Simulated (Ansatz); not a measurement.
# PrWCl2: the cost of one run

Program: Ansatz 0.2.0. Level of theory: DFT PBE, scalar-relativistic, plane waves, PAW; 4f electrons in the core of a trivalent norm-conserving potential. These are calculated values, not measurements.

1 further run of the same task is left out (set aside as unsound or not needed). Runs told in other sessions of the task aren't counted.

## 1. The structure to begin with

It takes space group P4/mmm (No. 123, tetragonal). The conventional cell has a = 4.430 Å, b = 4.430 Å, c = 5.838 Å, α = 90.00°, β = 90.00°, γ = 90.00°. Pr (site symmetry 4/mmm) has 2 W at 2.92 Å and 4 Cl at 3.13 Å in its first shell of neighbours. W (site symmetry 4/mmm) is surrounded by 2 Pr at 2.92 Å and 4 Cl at 3.13 Å. Cl (site symmetry 4/mmm) is surrounded by 2 Cl at 2.92 Å and 4 W at 3.13 Å. Around Cl (site symmetry 4/mmm) lie 2 Cl at 2.92 Å and 4 Pr at 3.13 Å.

As a file:

```
CELL_PARAMETERS angstrom
4.42982 0.00000 0.00000
0.00000 4.42982 0.00000
0.00000 0.00000 5.83778
ATOMIC_POSITIONS crystal
Pr 0.00000 0.00000 0.50000
W 0.00000 0.00000 0.00000
Cl 0.50000 0.50000 0.00000
Cl 0.50000 0.50000 0.50000
```

Recipe of the guess: random cell by space group and Wyckoff sites (P4/mmm, No. 123). The dimensions are guesses.

## 2. A first look at the guess

Input file input.yaml:

```yaml
crystal:
  lattice:
    - [4.42982283, 0.0, 0.0]
    - [0.0, 4.42982283, 0.0]
    - [0.0, 0.0, 5.83777632]
  atoms:
    - { symbol: Pr, position: [0.0, 0.0, 0.5] }
    - { symbol: W, position: [0.0, 0.0, 0.0] }
    - { symbol: Cl, position: [0.5, 0.5, 0.0] }
    - { symbol: Cl, position: [0.5, 0.5, 0.5] }
basis:
  ecutwfc: 660
kpoints:
  mp_grid: { grid: [4, 4, 4] }
hamiltonian:
  xc: pbe
  pseudopotentials:
    kind: paw
    azcp: { Pr: "pseudopotentials/pbe/nc/lanthanide_3plus/Pr.nc.azcp" }
scf:
  occupations: { method: gaussian, width: 0.1 }
  lower_state_search: "off"
output:
  forces: true
  stress: true
  eigenvalues: true
```

Launch:

```
> ansatz run input.yaml --threads 1 --pin off --max-ram 2560MiB --backend cpu --events-out ev --progress --plain --runs-dir out
```

Q: Estimate wall time and peak memory on 1 thread of Intel Xeon at 2.50GHz (Skylake/Cascade Lake), shared host.

About 14 s, with a peak of 0.45 GiB.
